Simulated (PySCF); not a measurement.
A run of PySCF 2.14.0 is set up as follows.

run.py

```python
import json
import numpy as np
from pyscf.pbc import gto, scf, dft, df

cell = gto.Cell()
cell.a = '''
 12.0000000000    0.0000000000    0.0000000000
  0.0000000000   12.0000000000    0.0000000000
  0.0000000000    0.0000000000   13.0000000000'''
cell.atom = '''
Si   6.1217000400    6.0111500400    6.0025999800
Se   7.2651000000    5.9935500000    7.9741000300
H    4.7609000400    6.5798499600    6.1685000000
H    6.0294999600    4.5860499600    5.6038000200
H    6.8463000000    6.7834500000    4.9629000200
H    7.2170000400    7.4559500400    8.1050999900'''
cell.unit = 'A'
cell.basis = '6-31g*'
cell.exp_to_discard = 0
cell.precision = 1e-08
cell.max_memory = 2520  # MB
cell.verbose = 4
cell.build()

res = {}
kpts = cell.make_kpts([1, 1, 1])
mf = dft.KRKS(cell, kpts, xc='MGGA_X_MN15_L,MGGA_C_MN15_L')
mf = mf.density_fit()
mf.with_df._cderi = 'cderi.h5'  # three-centre integrals saved by an earlier run on this cell, basis and mesh
mf.conv_tol = 1e-07
mf.max_cycle = 60

mf.kernel()
res.update(converged=bool(mf.converged), e_tot=mf.e_tot, nelec=cell.nelectron, nao=cell.nao, mesh=list(map(int, cell.mesh)), a=cell.lattice_vectors().tolist(), coords=cell.atom_coords().tolist(),
           mo_energy=[np.real(x).tolist() for x in mf.mo_energy], mo_occ=[np.real(x).tolist() for x in mf.mo_occ])
res.update(kpts=cell.get_scaled_kpts(kpts).tolist())
res['parts'] = {k: float(np.real(v)) for k, v in mf.scf_summary.items() if np.isscalar(v)}
json.dump(res, open('results.json', 'w'))
if not mf.converged:
    raise SystemExit('SCF not converged')

print('levels (eV)')
for i, kp in enumerate(res['kpts'][:40]):
    print('k %7.4f %7.4f %7.4f  ' % tuple(kp), ' '.join('%.3f' % (x * 27.211386) for x in res['mo_energy'][i][:31]))

# Mulliken populations
dm, s = np.asarray(mf.make_rdm1()), np.asarray(mf.get_ovlp())
sites = cell.aoslice_by_atom()[:, 2:]
tot = np.einsum('kij,kji->i', dm, s).real / len(kpts)
res['mulliken'] = [cell.atom_charge(i) - tot[a0:a1].sum() for i, (a0, a1) in enumerate(sites)]
print('Mulliken charges', np.round(res['mulliken'], 5))
res['meta_lowdin'] = mf.mulliken_meta()[1].tolist()
res['done'] = True
json.dump(res, open('results.json', 'w'))
```

Potentials or basis: 6-31g* (all-electron).

Command:

```console
$ OMP_NUM_THREADS=2 python -u run.py > log
```

Task: Predict the meta-löwdin charges.

Result: Si +0.48; Se -0.19; H -0.12, -0.11, +0.05 e.

Task: Predict the gap between the frontier levels.

Result: 5.86 eV.

Caveat: this is a molecule in a periodic box at the Γ point, so its band gap is the HOMO-LUMO gap; relativity is left out, which matters for the heavier elements; the basis of atomic orbitals isn't converged, which shifts pressures, moduli and gaps.
